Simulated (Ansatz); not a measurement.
**CH2OS2Si: how energies converge with the basis set**

One table from this session's results is given with a row withheld; the runs are named, their logs left out.

Program: Ansatz 0.2.0, Gaussian basis. Level of theory: one geometry, several basis sets. These are calculated values, not measurements.

Plan: PBE0-D4/def2-SVP; ωB97M-V/def2-SVP; PBE0-D4/def2-QZVPP; ωB97M-V/def2-QZVPP; the functionals' def2-TZVPP values are taken from earlier runs.

## The relaxed structure

All runs share one geometry, relaxed beforehand with PBE0-D4 in a triple-zeta def2 set.

7 atoms, charge 0, spin multiplicity 1.

Atoms are counted from 1 here; the program's logs count them from 0.

Bond lengths: O1–C2 1.189 Å, C2–Si3 1.926 Å, C2–S5 1.811 Å, Si3–S4 2.148 Å, Si3–H6 1.484 Å, Si3–H7 1.483 Å, S4–S5 2.106 Å. Angles: O1–C2–Si3 136.4°, O1–C2–S5 125.1°, Si3–C2–S5 98.5°, C2–Si3–S4 86.9°, C2–Si3–H6 114.2°, C2–Si3–H7 114.8°, S4–Si3–H6 114.7°, S4–Si3–H7 114.8°, H6–Si3–H7 110.0°, Si3–S4–S5 83.5°, C2–S5–S4 91.2°.

Set-up of the first run:

in.yaml

```yaml
crystal:
  periodic: [false, false, false]
  atoms:
    - {symbol: O, position_ang: [-1.394634, -1.616974, -0.703882]}
    - {symbol: C, position_ang: [-0.481773, -0.998547, -0.259949]}
    - {symbol: Si, position_ang: [-0.048428, 0.861113, -0.009849]}
    - {symbol: S, position_ang: [1.799755, 0.192822, 0.856120]}
    - {symbol: S, position_ang: [1.032523, -1.720372, 0.422739]}
    - {symbol: H, position_ang: [0.098603, 1.625525, -1.272725]}
    - {symbol: H, position_ang: [-0.944846, 1.588332, 0.921945]}
basis:
  gaussian: {orbitals: def2-SVP}
hamiltonian: {xc: pbe0, dispersion: d4}
output: {orbitals: {seedname: orbitals}}
```

Command:

```console
$ ansatz run in.yaml --threads 2 --pin off --events-out ev --progress --plain --max-ram 4352MiB
```

Among the steps run: PBE0-D4 in def2-SVP; ωB97M-V in def2-SVP; PBE0-D4 in def2-QZVPP; ωB97M-V in def2-QZVPP.

One table of the session follows, with a row left open; its other results are not shown here.

It belongs to the step «Density functionals: the series». 

```
functional       basis  HOMO (eV)  LUMO (eV)
   PBE0-D4    def2-SVP          ?          ?
   PBE0-D4  def2-TZVPP      -6.87      -2.14
   PBE0-D4  def2-QZVPP      -6.90      -2.19
   ωB97M-V    def2-SVP      -8.86       0.17
   ωB97M-V  def2-TZVPP      -8.95      -0.14
   ωB97M-V  def2-QZVPP      -8.98      -0.26
```

**Question.** Estimate the row for PBE0-D4, def2-SVP.

**Answer.** HOMO (eV): -6.82; LUMO (eV): -1.99. In the column «HOMO (eV)» it is the highest.
